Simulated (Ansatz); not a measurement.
# CdH₄OSSi: one species, many methods

Aim: compute CdH₄OSSi with functionals from several rungs and with coupled cluster, and see how far each lands from CCSD(T) at the basis-set limit for the atomisation energy.

Program: Ansatz 0.2.0, Gaussian basis. Level of theory: functionals in def2-TZVPP, the program's frozen cores in correlated methods. These are calculated values, not measurements.

Levels to be run: LDA (SPW92), PBE-D4, revPBE-D4, BLYP-D4, r2SCAN-D4, B97M-V, PBE0-D4, B3LYP-D4, r2SCANh-D4, r2SCAN0-D4, HSE06-D4, BHLYP-D4, CAM-B3LYP-D4, LC-ωPBE, ωB97X-V, ωB97M-V, B2PLYP, PBE-QIDH; CCSD(T)/def2-SVP; CCSD(T)/def2-TZVPP; MP2/def2-QZVPP; extrapolation to the limit; RPA on PBE.

## (1) The geometry

The geometry comes from an earlier relaxation with PBE0-D4 in a triple-zeta def2 set; it is a stationary point, not always the lowest conformer. Cd takes the def2 core potential; no spin-orbit term is included.

8 atoms, charge 0, spin multiplicity 1.

Atoms are counted from 1 here; the program's logs count them from 0.

Bond lengths: Si1–O2 1.622 Å, Si1–H5 1.496 Å, Si1–H6 1.492 Å, Si1–H7 1.489 Å, O2–Cd3 1.962 Å, Cd3–S4 2.313 Å, S4–H8 1.344 Å. Angles: O2–Si1–H5 112.1°, O2–Si1–H6 111.3°, O2–Si1–H7 110.2°, H5–Si1–H6 107.1°, H5–Si1–H7 107.8°, H6–Si1–H7 108.1°, Si1–O2–Cd3 136.9°, O2–Cd3–S4 176.8°, Cd3–S4–H8 93.4°.

## (2) LDA

This LDA is Slater exchange with PW92 correlation.

The input, in.yaml:

```yaml
crystal:
  periodic: [false, false, false]
  atoms:
    - {symbol: Si, position_ang: [0.104666, 1.794228, -0.256084]}
    - {symbol: O, position_ang: [0.609330, 0.486663, 0.560554]}
    - {symbol: Cd, position_ang: [0.378973, -1.457676, 0.435460]}
    - {symbol: S, position_ang: [0.214512, -3.763158, 0.359652]}
    - {symbol: H, position_ang: [-0.409720, 1.443282, -1.616560]}
    - {symbol: H, position_ang: [-0.999833, 2.490298, 0.465329]}
    - {symbol: H, position_ang: [1.226526, 2.758595, -0.427795]}
    - {symbol: H, position_ang: [-1.124433, -3.752221, 0.479434]}
basis:
  gaussian: {orbitals: def2-TZVPP}
hamiltonian: {xc: lda}
output: {orbitals: {seedname: orbitals}}
```

Run with:

```bash
ansatz run in.yaml --threads 4 --pin off --events-out ev --progress --plain --max-ram 10444MiB
```

The runs that follow: PBE-D4 (GGA); revPBE-D4 (GGA); BLYP-D4 (GGA); r2SCAN-D4 (meta-GGA); B97M-V (meta-GGA); PBE0-D4 (hybrid); B3LYP-D4 (hybrid); r2SCANh-D4 (hybrid); r2SCAN0-D4 (hybrid); HSE06-D4 (hybrid); BHLYP-D4 (hybrid); CAM-B3LYP-D4 (range-separated); LC-ωPBE (range-separated); ωB97X-V (range-separated); ωB97M-V (range-separated); B2PLYP (double hybrid); PBE-QIDH (double hybrid); CCSD(T) in def2-SVP; CCSD(T) in def2-TZVPP; MP2 in def2-QZVPP; RPA on PBE orbitals.

**Question.** What will the summary of the whole plan be? Wanted: atomisation energy, CCSD(T)/CBS; farthest beyond LDA; mean size of error, GGA; mean size of error, meta-GGA; mean size of error, hybrid; mean size of error, range-separated; mean size of error, double hybrid; gap, smallest and largest; T1 diagnostic.

**Answer**, as computed:

```
                               quantity                                      value
        atomisation energy, CCSD(T)/CBS                             540.5 kcal/mol
functionals within 2.7 kcal/mol (0.5 %)                 r2SCAN-D4, B97M-V, ωB97M-V
                    farthest beyond LDA                  BHLYP-D4 (-20.9 kcal/mol)
                mean size of error, GGA                              12.6 kcal/mol
           mean size of error, meta-GGA                               1.1 kcal/mol
             mean size of error, hybrid                              11.5 kcal/mol
    mean size of error, range-separated                               3.4 kcal/mol
      mean size of error, double hybrid                              12.5 kcal/mol
              gap, smallest and largest  3.67 eV (LDA (SPW92)), 10.70 eV (LC-ωPBE)
                          T1 diagnostic                                     0.0144
triples share of the correlation energy                                      3.3 %
```

In words: LDA overbinds by 70.2 kcal/mol (13 %). PBE-D4 misses by -5.5 kcal/mol. Double hybrids carry the basis error of their MP2 part in triple zeta, and no dispersion term here, so their miss is partly the set-up's. By mean error the best rung here is meta-GGA (1.1 kcal/mol) and the worst beyond LDA is GGA (12.6 kcal/mol). double hybrid functionals lie within the reference's doubt of that worst mean (12.5 kcal/mol), so those two tie. Misses under about 2.7 kcal/mol are within the doubt on the reference itself, which lacks core-valence correlation, spin-orbit coupling and higher excitations. All levels share the lack of spin-orbit coupling, which lowers the free heavy atoms and so the true binding. Hartree-Fock recovers 71 % of the binding; the rest is correlation. CCSD(T) in def2-SVP is off by -46.8 kcal/mol, which most functionals beat. The gap grows from 3.7 to 10.7 eV across the functionals, mostly with the share of exact exchange. Correlated methods include outer-core shells of Cd, which these sets cover unevenly.
